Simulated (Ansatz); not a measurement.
# H4SSe: the cost of one run

Computed with Ansatz 0.2.0, Gaussian basis. Level: RKS PBE-D4/def2-SVP.

Levels: PBE-D4, revPBE-D4, BLYP-D4, r2SCAN-D4, B97M-V, PBE0-D4, B3LYP-D4, HSE06-D4, wB97X-V, wB97M-V, B2PLYP, Hartree-Fock, MP2, CCSD, CCSD(T). The reference is CCSD(T) extrapolated to the basis limit. For elements past Ar these valence bases correlate outer-core shells poorly and lack relativity, so that limit is rough.

Cores are frozen in the correlated methods. Filled d shells of the heavier atoms are correlated. B3LYP uses VWN-RPA correlation. B2PLYP carries no dispersion term here.

176 further runs of the same task are left out: 176 set aside as unsound or not needed.

## (1) The starting structure

The pair, from a GFN2-xTB docking trial: 6 atoms, charge 0, spin multiplicity 1.

Atoms are counted from 1 here; the program's logs count them from 0.

Bond lengths: S1–H2 1.326 Å, S1–H3 1.325 Å, Se4–H5 1.435 Å, Se4–H6 1.434 Å. Angles: H2–S1–H3 92.5°, H5–Se4–H6 91.8°.

Geometry (Å):

```mol
H4SSe
  3D, bonds by distance, orders not assigned

  6  4  0  0  0  0  0  0  0  0999 V2000
   -0.0775   -0.8633   -1.5567 S   0  0
   -0.6403    0.1401   -2.2160 H   0  0
    1.1184   -0.5992   -2.0614 H   0  0
   -0.0986    1.1053    1.9450 Se  0  0
   -0.0861    0.1042    2.9731 H   0  0
   -0.2160    0.1129    0.9159 H   0  0
  1  2  8  0
  1  3  8  0
  4  5  8  0
  4  6  8  0
M  END
```

Atoms 1 to 3 are fragment A (H₂S), the rest fragment B (H₂Se).

## (2) A first relaxation in a small basis

Contents of pre/in.yaml:

```yaml
crystal:
  periodic: [false, false, false]
  atoms:
    - {symbol: S, position_ang: [-0.077500, -0.863300, -1.556700]}
    - {symbol: H, position_ang: [-0.640300, 0.140100, -2.216000]}
    - {symbol: H, position_ang: [1.118400, -0.599200, -2.061400]}
    - {symbol: Se, position_ang: [-0.098600, 1.105300, 1.945000]}
    - {symbol: H, position_ang: [-0.086100, 0.104200, 2.973100]}
    - {symbol: H, position_ang: [-0.216000, 0.112900, 0.915900]}
basis:
  gaussian: {orbitals: def2-SVP}
hamiltonian: {xc: pbe, dispersion: d4}
relax: {f_tol: 0.03, max_steps: 250}
```

Run with:

```
ansatz run in.yaml --threads 2 --pin off --events-out ev --progress --plain --max-ram 5222MiB
```

**Question.** How long does this run take on 2 threads of Arm Neoverse V1, shared host?

About 4.8 s.
